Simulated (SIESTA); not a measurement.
Crystal: As2Se.

```
Se As
1.0
    -3.52942    3.52942    2.65357
     3.52942   -3.52942    2.65357
     3.52942    3.52942   -2.65357
Se As
2 4
Direct
  0.25000 0.75000 0.50000
  0.50000 0.50000 0.00000
  0.87500 0.12500 0.25000
  0.87500 0.62500 0.75000
  0.37500 0.12500 0.25000
  0.87500 0.12500 0.75000
```

The cell comes from a database or a generator and needn't be the stable form of this composition.

Base run:

| Item | Value |
| --- | --- |
| Program | SIESTA 5.4.2 |
| Functional | PBE |
| Potentials or basis | PseudoDojo 0.4 standard (PBE files) |
| Basis | DZP (energy shift 0.003 Ry; two zetas on semicore shells) |
| Grid cutoff | 500 Ry |
| Energy shift | 0.003 Ry |
| k mesh | 6 × 6 × 6 |
| Occupations | fermi-dirac, width 0.05 eV |
| Spin | no spin polarisation |

Its results: band gap on the k mesh none (metal or under the smearing width); pressure 2.6 GPa.

The run is repeated on the same cell with these changes: functional from PBE to LDA; potentials or basis from PseudoDojo 0.4 standard (PBE files) to PseudoDojo 0.4 standard (LDA files). What comes out?

Band gap on the k mesh none (metal or under the smearing width); pressure -2.4 GPa.

Caveats: the basis of atomic orbitals isn't converged, which shifts pressures, moduli and gaps.
